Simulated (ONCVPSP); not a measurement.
# Pseudopotential generation for Se: ONCV, PBE

Task: generate the file, and judge it by its errors in other configurations, its logarithmic derivatives, its ghosts and its cutoff.

Method: ONCVPSP 4.0.1, PBE, scalar-relativistic.

### Step 1. The design

Typed settings, in words:

```json
{"element": "selenium (Se, Z = 34)", "type": "optimised norm-conserving Vanderbilt (ONCV)", "frozen core": "[Ar]", "valence charge": "16", "reference configuration": "3d10 4s2 4p4", "partial waves": "4s: rc 1.40 bohr, ncon 4, nbas 8, qcut 4.3 1/bohr, 2 projectors, debl 0.4 Ha; 4p: rc 1.30 bohr, ncon 4, nbas 8, qcut 6.8 1/bohr, 2 projectors, debl 2.4 Ha; 3d: rc 0.95 bohr, ncon 4, nbas 8, qcut 18.3 1/bohr, 2 projectors, debl 3.6 Ha", "local potential": "polynomial inside 0.75 bohr (lpopt 5, dvloc0 0 Ha)", "core correction": "not asked for"}
```

An earlier all-electron run gives the scale for the radii.

All-electron outer shells of the reference configuration (PBE, scalar-relativistic, ld1.x):

```json
{"shell": "3s", "level (eV)": "-213.51", "outermost node (bohr)": "0.24", "outermost maximum (bohr)": "0.50"}
{"shell": "3p", "level (eV)": "-152.98", "outermost node (bohr)": "0.21", "outermost maximum (bohr)": "0.50"}
{"shell": "3d", "level (eV)": "-53.12", "outermost node (bohr)": "–", "outermost maximum (bohr)": "0.45"}
{"shell": "4s", "level (eV)": "-17.29", "outermost node (bohr)": "0.70", "outermost maximum (bohr)": "1.51"}
{"shell": "4p", "level (eV)": "-6.51", "outermost node (bohr)": "0.74", "outermost maximum (bohr)": "1.82"}
```

### Step 2. Generating the potential

Se.dat reads:

```
# ATOM AND REFERENCE CONFIGURATION
# atsym  z   nc   nv     iexc    psfile
  Se 34.00    5    3        4      upf
#
#   n    l    f
    1    0    2.00
    2    0    2.00
    2    1    6.00
    3    0    2.00
    3    1    6.00
    3    2   10.00
    4    0    2.00
    4    1    4.00
#
# PSEUDOPOTENTIAL AND OPTIMIZATION
# lmax
    2
#
#   l,   rc,      ep,       ncon, nbas, qcut
    0    1.40    0.00    4    8    4.30
    1    1.30    0.00    4    8    6.80
    2    0.95    0.00    4    8   18.30
#
# LOCAL POTENTIAL
# lloc, lpopt,  rc(5),   dvloc0
    4    5    0.75    0.00
#
# VANDERBILT-KLEINMAN-BYLANDER PROJECTORs
# l, nproj, debl
    0    2    0.40
    1    2    2.40
    2    2    3.60
#
# MODEL CORE CHARGE
# icmod, fcfact, rcfact
    0    0.00    0.00
#
# LOG DERIVATIVE ANALYSIS
# epsh1, epsh2, depsh
   -3.00    5.00    0.02
#
# OUTPUT GRID
# rlmax, drl
    6.00    0.01
#
# TEST CONFIGURATIONS
# ncnf
    4
# nvcnf
#   n    l    f
    3
    3    2   10.00
    4    0    2.00
    4    1    3.00
#
    3
    3    2   10.00
    4    0    2.00
    4    1    2.00
#
    3
    3    2   10.00
    4    0    2.00
    4    1    1.00
#
    3
    3    2   10.00
    4    0    2.00
    4    1    3.50
#
```

Started as:

```console
$ oncvpsp.x < Se.dat > Se.out
```

**Question.** What will these runs give? Wanted: cutoffs for 1 and 0.1 mHa per electron, occupied waves; bound ghosts; GHOST(+) flags; largest test error; largest phase difference near zero energy, channels read; projector energies reset by the program.

**Answer**, as computed:

| quantity | value |
| --- | --- |
| cutoffs for 1 and 0.1 mHa per electron, occupied waves | 127 Ha and 142 Ha |
| bound ghosts | s at -133.54 eV, p at -120.71 eV |
| GHOST(+) flags | none at low energy |
| largest test error (AE − PS) | -6.5 meV, for 3d10 4s2 4p1 |
| largest phase difference near zero energy, channels read | 0.000 rad |
| projector energies reset by the program | s: -0.635, 0.250 Ha |

In words: A bound ghost (s, p) makes it unfit for use: electrons can fall into a state that the atom doesn't have. The worst unpolarised test, 3d10 4s2 4p1, is off by 6.5 meV on 62.1 eV; by total energies transferability rates as good. Atomic tests can pass in spite of a ghost, since they solve only for the levels asked. By its cutoff, 127 Ha for the looser tolerance, it is very hard. At the looser tolerance the 3d wave is the slowest; 4p needs 30 Ha. Near zero energy the phases of the channels with partial waves agree within 0.001 rad. These are tests on the free atom; a crystal test is still owed.
